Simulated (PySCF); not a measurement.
# C5H4O2: electronic excitations and core binding energies

What electronic excitations and core binding energies should C5H4O2 (`CC(=O)C#CC=O`) show?

Computed with PySCF 2.14.0, with density-fitted response routines of our own, on a single molecule in the gas phase. Atoms are numbered from 0 throughout.

**1. Starting geometry**

11 atoms, charge 0, multiplicity 1; geometry from: GFN2-xTB.

Bonds of the start (Å): C0–C1 1.51, C1–O2 1.20, C1–C3 1.44, C3–C4 1.21, C4–C5 1.43, C5–O6 1.20, C0–H7 1.09, C0–H8 1.09, C0–H9 1.09, C5–H10 1.11.

**2. Ultraviolet spectrum: B3LYP/def2-SVPD**

Job settings and geometry (Å):

```
{"job": {"kind": "uv", "xc": "B3LYP", "basis": "def2-SVPD", "nstates": 8, "ntriplets": 3}, "charge": 0, "multiplicity": 1}
C     -2.025745    -0.162827    -0.330591
C     -1.090092     0.272994     0.765949
O     -1.432734     0.720815     1.829092
C      0.295834     0.104305     0.399878
C      1.458392    -0.059658     0.108029
C      2.825286    -0.278720    -0.246304
O      3.466265     0.377423    -1.019169
H     -3.045990    -0.188019     0.043451
H     -1.959493     0.550600    -1.151419
H     -1.736506    -1.140088    -0.711171
H      3.250208    -1.154235     0.286293
```

With the program's defaults for keys left out, this is: TDDFT B3LYP/def2-SVPD, vertical, gas phase, core orbitals frozen in the response.

Launch:

```sh
$ OMP_NUM_THREADS=1 python probes_run.py task.json out
```

One launch serves the whole session: the jobs run in the order shown.

**Question.** This job is followed by: delta-SCF UKS SCAN, pcX-2 on the ionised atom, pcseg-1 elsewhere, spin-free X2C. Predict these results of the whole session: lowest singlet (B3LYP/def2-SVPD); brightest single state of those computed; lowest triplet; C1s binding energies, SCAN/pcX-2 (standing for 2 of 5 atoms); O1s binding energies, SCAN/pcX-2.

As calculated:

| quantity | value |
| --- | --- |
| lowest singlet (B3LYP/def2-SVPD) | 3.71 eV (334 nm), f = 0.000 |
| brightest single state of those computed | state 8, 6.72 eV, f = 0.811 |
| lowest triplet | 3.15 eV |
| C1s binding energies, SCAN/pcX-2 (standing for 2 of 5 atoms) | C1 294.48, C0 291.54 eV |
| O1s binding energies, SCAN/pcX-2 | O6 538.35, O2 538.14 eV |

What this shows: The lowest singlet, at 3.71 eV, is HOMO→LUMO 0.45, HOMO−1→LUMO 0.42 and is dark; of the 8 states computed, the strongest absorption comes from state 8 at 6.72 eV (the last computed, so partners may be missing). The lowest triplet lies 0.56 eV below the lowest singlet (triplets in Tamm-Dancoff, singlets in full TDDFT). The C1s levels kept as sound span 2.95 eV, from C0 (methyl carbon α to a carbonyl) up to C1 (carbonyl carbon of an ynone). Only 2 of the 5 C atoms are covered by sound results. O6 (aldehyde oxygen) binds its O1s electron 0.21 eV more tightly than O2 (ketone oxygen).
